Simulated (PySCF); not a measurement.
**CBr⁺ at other levels of theory**

Starting from one script, swap the method and compare what comes out for CBr⁺.

Computed with PySCF 2.14.0. Level: each script names its method and basis.

4 further runs of the same task are left out: 4 that didn't finish.

### Step 1. The starting structure

CBr⁺: 2 atoms, charge 1, spin multiplicity 1.

Bond lengths: C1–Br2 2.214 Å.

### Step 2. Base script

The input, input.py:

```python
from pyscf import gto, scf

mol = gto.M(
    atom='C 0 0 0; Br 0 0 2.214',
    basis='jorge-dzp-dkh',
    charge=1,
    spin=0,
    symmetry=True,
    verbose=3,
)
mf = scf.RHF(mol)
mf = mf.sfx2c1e()
mf.kernel()
mf.nuc_grad_method().kernel()
mf.dip_moment()
print('orbital energies (hartree):', mf.mo_energy[..., max(0, mol.nelec[1]-3):mol.nelec[0]+3].round(4))
```

On the command line:

```console
OMP_NUM_THREADS=1 python input.py
```

The log of this run is left out.

It gives: E(SCF) = -2641.622354 Eh, gradient on the second atom 0.0995 Eh/bohr.

The bond length is a typed value, not an optimised one. The dipole of an ion depends on the origin.

### Step 3. Geometry optimisation

Variant 1 changes step after the SCF: gradient → optimize.

The input, input.py:

```python
from pyscf import gto, scf
from pyscf.geomopt.geometric_solver import optimize

mol = gto.M(
    atom='C 0 0 0; Br 0 0 2.214',
    basis='jorge-dzp-dkh',
    charge=1,
    spin=0,
    symmetry=True,
    verbose=3,
)
mf = scf.RHF(mol)
mf = mf.sfx2c1e()
mf.kernel()
mol_eq = optimize(mf, maxsteps=30)
print('optimised geometry (angstrom)')
print(mol_eq.tostring('raw'))
print('orbital energies (hartree):', mf.mo_energy[..., max(0, mol.nelec[1]-3):mol.nelec[0]+3].round(4))
```

On the command line:

```console
OMP_NUM_THREADS=1 python input.py
```

### Step 4. CCSD(T)

Variant 2 changes step after the SCF: gradient → ccsd(t).

input.py: that of step 2 with these lines changed.

```diff
@@ -1,2 +1,2 @@
-from pyscf import gto, scf
+from pyscf import gto, scf, cc
 
@@ -13,3 +13,5 @@
 mf.kernel()
-mf.nuc_grad_method().kernel()
+mycc = cc.CCSD(mf)
+mycc.kernel()
+mycc.ccsd_t()
 mf.dip_moment()
```

### Step 5. EOM-EA

Variant 3 changes step after the SCF: gradient → eomea; frozen orbitals: none → 10; number of roots: none → 6.

input.py: that of step 2 with these lines changed.

```diff
@@ -1,2 +1,2 @@
-from pyscf import gto, scf
+from pyscf import gto, scf, cc
 
@@ -13,3 +13,6 @@
 mf.kernel()
-mf.nuc_grad_method().kernel()
+mycc = cc.CCSD(mf, frozen=10)
+mycc.kernel()
+e = mycc.eaccsd(nroots=6)[0]
+print('roots (eV) =', (e*27.211386).round(3))
 mf.dip_moment()
```

**Question.** What will these runs give? Wanted: for each run, E(SCF); from base; gap; after the SCF.

As calculated:

| run | E(SCF) (hartree) | from base (eV) | gap (eV) | after the SCF |
| --- | --- | --- | --- | --- |
| base | -2641.622354 | 0 | 10.81 | n/a |
| geometry optimisation | -2641.622354 | 0.0000 | 10.81 | bond 1.669 Å, -2.461 eV |
| CCSD(T) | -2641.622354 | 0.0000 | 10.81 | CCSD(T) correlation -21.929 eV |
| EOM-EA | -2641.622354 | 0.0000 | 10.81 | CCSD correlation -13.245 eV, core frozen, first root -9.73 eV |

SCF columns refer to the geometry typed in the script.

**Reading.** The dearest run is “CCSD(T)”, at 20 s against 2.7 s.
